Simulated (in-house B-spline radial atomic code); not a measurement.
# Mg⁷⁺: ionisation energy by several methods

An exercise on one series of results from a longer session: the logs are not shown, and one member is left open.

Method: scalar-relativistic (X2C), several functionals, spin-polarised, exact exchange averaged over the configuration; spherical all-electron atom at the radial basis limit. Code: in-house B-spline radial atomic code version 1.

### The atom as given

| Property | Result |
| --- | --- |
| element | magnesium (Z = 12) |
| charge | +7 |
| electrons | 5 |
| configuration | [He] 2s2 2p1 |
| nucleus | Fermi, rms radius 3.057 fm |

The outer shells:

[He] 2s2 2p1
```
[He] core
2s [↑↓]
2p [↑ ][  ][  ]
```

Where spins are not typed, each open shell is filled with up spins first.

The first run:

Settings, as recorded:

```ini
Z = 12
electrons = 5.0
configuration = [He] 2s2 2p1
hamiltonian = x2c
method = camb3lyp
spin_polarised = True
nucleus = fermi
rms_radius = 3.057
mass_number = 24
atomic_mass = 23.985041689
speed_of_light = 137.035999084
exact_exchange = averaged over the configuration
```

On the command line:

```sh
$ python run_scf.py task.json out
```

task.json lists these runs, among others, and the program works through them in turn.

Steps of the session up to this table: CAM-B3LYP, a range-separated hybrid; M06-2X, a global hybrid; B3LYP, a global hybrid; PBE0, a global hybrid; ωB97X, a range-separated hybrid; HSE06, a range-separated hybrid.

One table of the session follows, with a row left open; its other results are not shown here.

```
   method  ΔSCF (eV)
   M06-2X     267.08
    B3LYP     266.69
     PBE0          ?
CAM-B3LYP     266.58
    ωB97X     265.83
    HSE06     266.33
```

Estimate the missing values for PBE0.

**Answer.** ΔSCF (eV): 266.25. In the column «ΔSCF (eV)» it lies between ωB97X (265.83) and HSE06 (266.33).
